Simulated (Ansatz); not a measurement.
**CH4ClFMoO2S: ionisation energy by level of theory**

The task here is to estimate one member of a computed series from the others.

Program: Ansatz 0.2.0, Gaussian basis. Level of theory: unrestricted cation, the program's frozen cores in correlated methods. These are calculated values, not measurements.

Levels to be run: UKS PBE-D4/def2-TZVPP; UKS r2SCAN-D4/def2-TZVPP; UKS PBE0-D4/def2-TZVPP; UKS B3LYP-D4/def2-TZVPP; UKS wB97X-V/def2-TZVPP; UKS wB97M-V/def2-TZVPP; UKS B2PLYP/def2-TZVPP; UHF-CCSD(T)/def2-TZVPP; UHF-MP2/def2-QZVPP; extrapolation to the limit; then −ε(HOMO) from the neutral's earlier runs with LDA (SPW92), PBE-D4, revPBE-D4, BLYP-D4, r2SCAN-D4, B97M-V, PBE0-D4, B3LYP-D4, r2SCANh-D4, r2SCAN0-D4, HSE06-D4, BHLYP-D4, CAM-B3LYP-D4, LC-ωPBE, ωB97X-V, ωB97M-V.

## Structure used throughout

The geometry comes from an earlier relaxation with PBE0-D4 in a triple-zeta def2 set; it is a stationary point, not always the lowest conformer. Mo takes the def2 core potential; no spin-orbit term is included.

SMILES `C[O][Mo]([OH])([F])(=[S])[Cl]`, 11 atoms, charge 0, spin multiplicity 1.

Atoms are counted from 1 here; the program's logs count them from 0.

Bond lengths: C1–O2 1.398 Å, C1–H8 1.095 Å, C1–H9 1.095 Å, C1–H10 1.091 Å, O2–Mo3 1.825 Å, Mo3–O4 1.897 Å, Mo3–F5 1.873 Å, Mo3–S6 2.082 Å, Mo3–Cl7 2.286 Å, O4–H11 0.964 Å. Angles: O2–C1–H8 109.2°, O2–C1–H9 109.5°, O2–C1–H10 108.8°, H8–C1–H9 109.6°, H8–C1–H10 110.1°, H9–C1–H10 109.7°, C1–O2–Mo3 134.5°, O2–Mo3–O4 84.1°, O2–Mo3–F5 154.5°, O2–Mo3–S6 103.0°, O2–Mo3–Cl7 90.9°, O4–Mo3–F5 81.4°, O4–Mo3–S6 112.5°, O4–Mo3–Cl7 137.3°, F5–Mo3–S6 101.9°, F5–Mo3–Cl7 85.7°, S6–Mo3–Cl7 110.0°, Mo3–O4–H11 113.2°.

Geometry (Å):

```xyz
11

C     1.04931   -1.52020    0.10866
O     0.60124   -0.35487    0.73835
Mo   -0.36850    1.09618    0.20385
O    -1.66654   -0.19647   -0.28785
F    -1.33262    2.12394   -1.02929
S    -0.82829    2.04148    2.00063
Cl    1.49374    2.04441   -0.72394
H     0.21237   -1.98825   -0.41982
H     1.83965   -1.26778   -0.60630
H     1.44145   -2.20058    0.86625
H    -2.37640    0.16534   -0.82995
```

The first run:

The input, in.yaml:

```yaml
crystal:
  periodic: [false, false, false]
  atoms:
    - {symbol: C, position_ang: [1.049308, -1.520204, 0.108665]}
    - {symbol: O, position_ang: [0.601237, -0.354866, 0.738350]}
    - {symbol: Mo, position_ang: [-0.368501, 1.096184, 0.203852]}
    - {symbol: O, position_ang: [-1.666545, -0.196474, -0.287848]}
    - {symbol: F, position_ang: [-1.332615, 2.123941, -1.029290]}
    - {symbol: S, position_ang: [-0.828293, 2.041480, 2.000632]}
    - {symbol: Cl, position_ang: [1.493739, 2.044410, -0.723942]}
    - {symbol: H, position_ang: [0.212367, -1.988250, -0.419818]}
    - {symbol: H, position_ang: [1.839647, -1.267784, -0.606303]}
    - {symbol: H, position_ang: [1.441454, -2.200575, 0.866249]}
    - {symbol: H, position_ang: [-2.376399, 0.165339, -0.829948]}
basis:
  gaussian: {orbitals: def2-TZVPP}
total_charge: 1
magnetization: {spin_polarized: true, initial_magnetization: 1}
hamiltonian: {xc: pbe, dispersion: d4}
```

Launch:

```console
ansatz run in.yaml --threads 2 --pin off --events-out ev --progress --plain --max-ram 20480MiB --backend cuda --devices 0, --max-vram 18GiB
```

Among the steps run: Cation, UKS PBE-D4/def2-TZVPP; Cation, UKS r2SCAN-D4/def2-TZVPP; Cation, UKS PBE0-D4/def2-TZVPP; Cation, UKS B3LYP-D4/def2-TZVPP; Cation, UKS wB97X-V/def2-TZVPP; Cation, UKS wB97M-V/def2-TZVPP; Cation, UKS B2PLYP (frozen core)/def2-TZVPP; Cation, UHF-CCSD(T)/def2-TZVPP; Cation, UHF-MP2/def2-QZVPP.

One table of the session follows, with a row left open; its other results are not shown here.

For comparison, −ε(HOMO) of the neutral from earlier runs:

| functional | −ε(HOMO) (eV) |
| --- | --- |
| LDA (SPW92) | 7.14 |
| PBE-D4 | 6.99 |
| revPBE-D4 | 6.93 |
| BLYP-D4 | 6.83 |
| r2SCAN-D4 | 7.31 |
| B97M-V | 7.39 |
| PBE0-D4 | 8.29 |
| B3LYP-D4 | 8.04 |
| r2SCANh-D4 | 7.79 |
| r2SCAN0-D4 | 8.51 |
| HSE06-D4 | 7.90 |
| BHLYP-D4 | 9.44 |
| CAM-B3LYP-D4 | 9.58 |
| LC-ωPBE | 10.89 |
| ωB97X-V | 10.56 |
| ωB97M-V | ? |

Q: Estimate the row for ωB97M-V from the others.

The run gave: −ε(HOMO) (eV): 10.42. In the column «−ε(HOMO) (eV)» it lies between CAM-B3LYP-D4 (9.58) and ωB97X-V (10.56).
